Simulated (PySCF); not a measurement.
# InH2F (SMILES [H][In]([H])[F]) at MP2/STO-3G

Aim: the vertical singlet–triplet gap of InH2F at MP2/STO-3G, from 2 runs. The job is set up through a Python script.

Program for the calculation: PySCF 2.14.0.

2 further runs of the same task are left out: 2 set aside as unsound or not needed.

## Step 1: Starting point

The species is InH2F (4 atoms), meant as a singlet with charge 0. As SMILES, `[H][In]([H])[F]`. Geometry: a GFN2-xTB relaxation, a rough one for these elements and not checked as a minimum.

Bond lengths: In1–F4 1.946 Å, In1–H2 1.693 Å, In1–H3 1.691 Å. Angles: H2–In1–F4 114.4°, H3–In1–F4 114.5°, H2–In1–H3 131.1°.

## Step 2: A single-point energy at MP2/STO-3G

start.xyz reads:

```xyz
4
FH2In
In     0.069180     0.117330    -0.000190
H      1.751200    -0.073770     0.013580
H     -0.891440     1.509340    -0.018860
F     -0.928940    -1.552910     0.005460
```

calc.py reads:

```python
from pyscf import gto, mp

mol = gto.M(
    atom='start.xyz',
    basis='sto-3g',
    charge=0,
    max_memory=1860,
    verbose=3,
)

calc0 = mol.RHF()
calc0.conv_tol = 1e-10
calc0.kernel()
if not calc0.converged:
    calc0 = calc0.newton().run(calc0.mo_coeff, calc0.mo_occ)

pt = mp.MP2(calc0, frozen=19).run()
e_tot = pt.e_tot
print('E = %.10f Eh' % e_tot)
```

Started as:

```sh
$ OMP_NUM_THREADS=1 python calc.py
```

Standard output:

```text
converged SCF energy = -5782.05900642417
E(RMP2) = -5782.10976412215  E_corr = -0.0507576979891292
E(SCS-RMP2) = -5782.114546668  E_corr = -0.0555402438320017
E = -5782.1097641222 Eh
```

It took 1.3 s on 1 thread of Intel Xeon Platinum 8488C (Sapphire Rapids), shared host; peak memory 0.12 GiB.

## Step 3: The triplet, same level

run.py reads:

```python
from pyscf import gto, scf, mp

system = gto.Mole()
system.atom = [
    ('In', (0.069180, 0.117330, -0.000190)),
    ('H', (1.751200, -0.073770, 0.013580)),
    ('H', (-0.891440, 1.509340, -0.018860)),
    ('F', (-0.928940, -1.552910, 0.005460)),
]
system.verbose = 3
system.max_memory = 1860
system.basis = 'sto-3g'
system.spin = 2
system.charge = 0
system.build()

mf = scf.UHF(system)
mf.conv_tol = 1e-10
mf.kernel()
if not mf.converged:
    mf = mf.newton().run(mf.mo_coeff, mf.mo_occ)

pt = mp.MP2(mf, frozen=19).run()
e_final = pt.e_tot
print('Final energy', e_final)
```

Started as:

```sh
$ OMP_NUM_THREADS=1 python run.py
```

Standard output:

```text
WARN: HOMO -0.242839386137525 >= LUMO -0.614923900510034

WARN: HOMO -0.0269191010700557 >= LUMO -0.0331777042068984

SCF not converged.
SCF energy = -5781.82018445829 after 50 cycles  <S^2> = 2.0456514  2S+1 = 3.0302814
converged SCF energy = -5781.90052333768  <S^2> = 2.0252838  2S+1 = 3.0168088
E(UMP2) = -5781.9293733478  E_corr = -0.0288500101245887
E(SCS-UMP2) = -5781.93394793081  E_corr = -0.0334245931262208
Final energy -5781.929373347804
```

Run time: 1.6 s. Hardware: 1 thread of Intel Xeon Platinum 8488C (Sapphire Rapids), shared host; peak memory 0.12 GiB.

## Step 4: Results

Level: MP2/STO-3G, 19 core orbitals frozen.

```
                                                           quantity           value
                                              singlet: total energy  -5782.10976 Eh
                      singlet: dipole moment (Hartree–Fock density)          1.38 D
                       singlet: HOMO energy (Hartree–Fock orbitals)        -8.43 eV
                       singlet: LUMO energy (Hartree–Fock orbitals)         5.98 eV
                     singlet: HOMO–LUMO gap (Hartree–Fock orbitals)        14.41 eV
              singlet: correlation energy (19 core orbitals frozen)       -50.8 mEh
                                              triplet: total energy  -5781.92937 Eh
                      triplet: dipole moment (Hartree–Fock density)          4.02 D
triplet: HOMO energy (Hartree–Fock orbitals) (highest over α and β)        -1.57 eV
 triplet: LUMO energy (Hartree–Fock orbitals) (lowest over α and β)         3.87 eV
              triplet: correlation energy (19 core orbitals frozen)       -28.9 mEh
                         triplet: ⟨S²⟩ of the reference determinant           2.025
                   vertical energy of the triplet above the singlet        4.909 eV
```

**Reading.** At this shape the triplet lies 4.91 eV (113 kcal/mol) above the singlet. In a minimal basis such a difference can be off by several eV, whatever the method. Relativity is left out (singlet) although the molecule holds a heavy atom. Relativity is left out (triplet) although the molecule holds a heavy atom.
